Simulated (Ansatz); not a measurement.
**AsH₄− (triplet): the correlation ladder at a displaced geometry (v2), aug-cc-pVDZ**

The task here is to estimate one member of a computed series from the others.

Computed with Ansatz 0.2.0, Gaussian basis. Level: aug-cc-pVDZ, core rule «outside noble gas», up to 14 orbitals frozen.

The runs, in order: UHF; CCSD(T) on ROHF; CCSD(T) on UHF; BCCD(T) on ROHF; CISD as a restricted active space (open shells left free, so some higher excitations enter); CCSDT(Q) on ROHF; CCSDT(Q) on UHF; CASSCF and MRCISD+Q, 10 electrons in 8 orbitals; CASSCF and NEVPT2, 10 electrons in 8 orbitals.

25 further runs of the same task are left out: 2 for a known fault of the program, 6 that didn't finish, 17 set aside as unsound or not needed. Runs told in other sessions of the task aren't counted.

### The geometry

The geometry is a PBE0/def2-TZVPD stationary point (not a proven minimum) with its atoms shifted at random (size 0.100 Å). No spin-orbit coupling is included. The filled d shell of As may be among the frozen orbitals whatever the setting's name suggests.

5 atoms, charge -1, spin multiplicity 3.

Atoms are counted from 1 here; the program's logs count them from 0.

Bond lengths: As1–H2 1.664 Å, As1–H3 1.738 Å, As1–H4 1.595 Å, As1–H5 1.761 Å. Angles: H2–As1–H3 91.1°, H2–As1–H4 95.7°, H2–As1–H5 159.5°, H3–As1–H4 148.2°, H3–As1–H5 91.0°, H4–As1–H5 93.3°.

The first run:

The input, in.yaml:

```yaml
crystal:
  periodic: [false, false, false]
  atoms:
    - {symbol: As, position_ang: [0.004679, 0.002470, 0.000570]}
    - {symbol: H, position_ang: [0.110158, 0.991646, 1.334979]}
    - {symbol: H, position_ang: [-1.041121, -1.091509, 0.854433]}
    - {symbol: H, position_ang: [0.156557, 1.171536, -1.074061]}
    - {symbol: H, position_ang: [0.426643, -1.255243, -1.157694]}
basis:
  gaussian: {orbitals: aug-cc-pVDZ}
total_charge: -1
magnetization: {spin_polarized: true, initial_magnetization: 2}
hamiltonian: {xc: hf}
output: {orbitals: {seedname: orbitals}}
```

Started as:

```console
$ ansatz run in.yaml --threads 1 --pin off --events-out ev --progress --plain --max-ram 2393MiB
```

Steps of the session up to this table: UHF; CCSD(T) on ROHF; CCSD(T) on UHF; BCCD(T) on ROHF; CISD as a restricted active space (open shells left free, so some higher excitations enter); CCSDT(Q) on ROHF; CCSDT(Q) on UHF; CASSCF and MRCISD+Q, 10 electrons in 8 orbitals; CASSCF and NEVPT2, 10 electrons in 8 orbitals.

One table of the session follows, with a row left open; its other results are not shown here.

It belongs to the step «Misses and costs». 

| method | from UCCSDT(Q) (meV) |
| --- | --- |
| ROHF | +5842.4 |
| UHF | +5648.5 |
| RMP2 | +1151.2 |
| UMP2 | +1200.8 |
| CISD | +686.3 |
| RCCSD | +259.2 |
| UCCSD | +251.3 |
| RCCSD(T) | +47.6 |
| UCCSD(T) | ? |
| BCCD(T) | +47.4 |
| RCCSDT | +12.0 |
| UCCSDT | +10.3 |
| RCCSDT(Q) | +1.9 |
| UCCSDT(Q) | 0 |
| CASSCF valence | +4799.1 |
| NEVPT2 valence | +1285.8 |
| MRCISD valence | +492.2 |
| MRCISD+Q valence | +60.2 |

**Question.** Estimate the row for UCCSD(T).

**Answer.** from UCCSDT(Q) (meV): +47.2. In the column «from UCCSDT(Q) (meV)» it lies between RCCSDT (+12.0) and BCCD(T) (+47.4).

To keep in mind: Restricted and unrestricted rows rest on different reference determinants; a gap between their highest levels can come from leftover correlation error, from unlike frozen cores or from another state.
